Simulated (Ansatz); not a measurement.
# GeNH₃ + H₂: a complex and its separated parts

Aim: how far the complex at one end of a reaction step lies below its separated, relaxed parts, level by level.

Computed with Ansatz 0.2.0, Gaussian basis. Level: PBE0-D4/def2-TZVP structures, single points in def2-TZVPP, no counterpoise correction.

Levels: SPW92, PBE-D4, BLYP-D4, r2SCAN-D4, B97M-V, PBE0-D4, B3LYP-D4, r2SCAN0-D4, BHLYP-D4, CAM-B3LYP-D4, wB97X-V, wB97M-V, B2PLYP, PBE-QIDH, RPA on PBE, Hartree-Fock, MP2, CCSD, CCSD(T).

Correlated methods freeze the cores. Filled d shells of the heavier atoms are correlated. B3LYP uses VWN-RPA correlation. B2PLYP carries no dispersion term here.

56 further runs of the same task are left out: 56 set aside as unsound or not needed.

## 1. Where the work starts

The complex: 7 atoms, charge 0, spin multiplicity 1.

Atoms are counted from 1 here; the program's logs count them from 0.

Bond lengths: Ge1–N3 1.703 Å, Ge1–H5 1.529 Å, Ge1–H6 1.542 Å, H2–H4 0.747 Å, N3–H7 1.020 Å. Angles: N3–Ge1–H5 117.8°, N3–Ge1–H6 128.8°, H5–Ge1–H6 113.3°, Ge1–N3–H7 110.9°.

Coordinates:

```
Ge   -0.7773   -0.3873   -0.3050
H     1.1643    1.2468    1.9576
N    -0.0231   -0.3683   -1.8321
H     1.4284    1.3583    1.2675
H    -1.7229    0.7638    0.0386
H    -0.6490   -1.4306    0.8238
H     0.5797   -1.1827   -1.9503
```

Its parts: GeNH₃ holds atoms 1, 3, 5, 6, 7; H₂ holds atoms 2, 4. Each part counts its atoms afresh in its own runs.

## 2. Relaxing GeNH₃ alone

relax-a/in.yaml reads:

```yaml
crystal:
  periodic: [false, false, false]
  atoms:
    - {symbol: Ge, position_ang: [-0.777263, -0.387281, -0.305016]}
    - {symbol: N, position_ang: [-0.023135, -0.368344, -1.832144]}
    - {symbol: H, position_ang: [-1.722901, 0.763816, 0.038632]}
    - {symbol: H, position_ang: [-0.648991, -1.430584, 0.823793]}
    - {symbol: H, position_ang: [0.579729, -1.182695, -1.950346]}
basis:
  gaussian: {orbitals: def2-TZVP}
hamiltonian: {xc: pbe0, dispersion: d4}
relax: {f_tol: 0.005, max_steps: 200}
```

On the command line:

```
ansatz run in.yaml --threads 2 --pin off --events-out ev --progress --plain --max-ram 4352MiB
```

The runs that follow: Relaxing H₂ alone; SPW92/def2-TZVPP; PBE-D4/def2-TZVPP; BLYP-D4/def2-TZVPP; r2SCAN-D4/def2-TZVPP; B97M-V/def2-TZVPP; PBE0-D4/def2-TZVPP; B3LYP-D4/def2-TZVPP; r2SCAN0-D4/def2-TZVPP; BHLYP-D4/def2-TZVPP; CAM-B3LYP-D4/def2-TZVPP; wB97X-V/def2-TZVPP; wB97M-V/def2-TZVPP; B2PLYP/def2-TZVPP; PBE-QIDH/def2-TZVPP; RPA on PBE/def2-TZVPP; CCSD(T)/def2-TZVPP; Vibrations of GeNH₃; Vibrations of H₂.

What does the calculation give? Wanted: complex less parts, CCSD(T)/def2-TZVPP; with zero-point energy; largest T1 diagnostic.

As calculated:

| quantity | value |
| --- | --- |
| complex less parts, CCSD(T)/def2-TZVPP | -1.35 kJ/mol |
| with zero-point energy | +2.05 kJ/mol |
| largest T1 diagnostic | 0.018 |

**Reading.** At CCSD(T) the complex lies 1.35 kJ/mol below its parts. Among the functionals PBE-QIDH lands nearest to CCSD(T) (-0.19 kJ/mol) and SPW92 farthest (-4.09 kJ/mol). By rung, the mean size of the error is: LDA 4.09, GGA 1.18, meta-GGA 0.68, hybrid 1.18, range-separated hybrid 1.10, double hybrid 0.68 kJ/mol. PBE-D4 gives a relative energy 2.03 kJ/mol too low, an error of 151 % of the reference. No counterpoise was applied, and triple zeta lacks some correlation, so the CCSD(T) reference has a basis error of its own, and close matches with it are partly luck. The restricted Hartree–Fock reference is unstable towards an unrestricted one at one or more of these structures.
